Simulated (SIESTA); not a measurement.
The system is ScSi2.

```xyz
3
Lattice="3.6600 0.0000 0.0000 -1.8300 3.1697 0.0000 0.0000 0.0000 3.8700" Properties=species:S:1:pos:R:3 pbc="T T T"
Sc    0.0000    0.0000    0.0000
Si    1.8300    1.0566    1.9350
Si    0.0000    2.1131    1.9350
```

Base run:

```yaml
Program: SIESTA 5.4.2
Functional: LDA
Potentials_or_basis: PseudoDojo 0.4 standard (LDA files)
Basis: DZP (energy shift 0.002 Ry)
Grid_cutoff: 800 Ry
Energy_shift: 0.002 Ry
k_mesh: 8 × 8 × 7
Occupations: fermi-dirac, width 0.05 eV
Spin: no spin polarisation
```

Its results: band gap on the k mesh none (metal or under the smearing width); pressure 18.5 GPa.

Q: The run is repeated on the same cell with these changes: functional from LDA to SVWN5; potentials or basis from PseudoDojo 0.4 standard (LDA files) to SPMS 1.0 NC or PseudoDojo by element (PBE files). What comes out?

A: Band gap on the k mesh none (metal or under the smearing width); pressure 21.8 GPa.

Caveats: semicore shells carry a single zeta, which can move pressures by several GPa and volumes by a few percent; so large a pressure means that the cell lies far from this level's equilibrium, or that cutoff or potentials fall short; the basis of atomic orbitals isn't converged, which shifts pressures, moduli and gaps; the potentials were made for another functional, which shifts forces and pressure (some runs).

Not every run made on this cell is shown here.
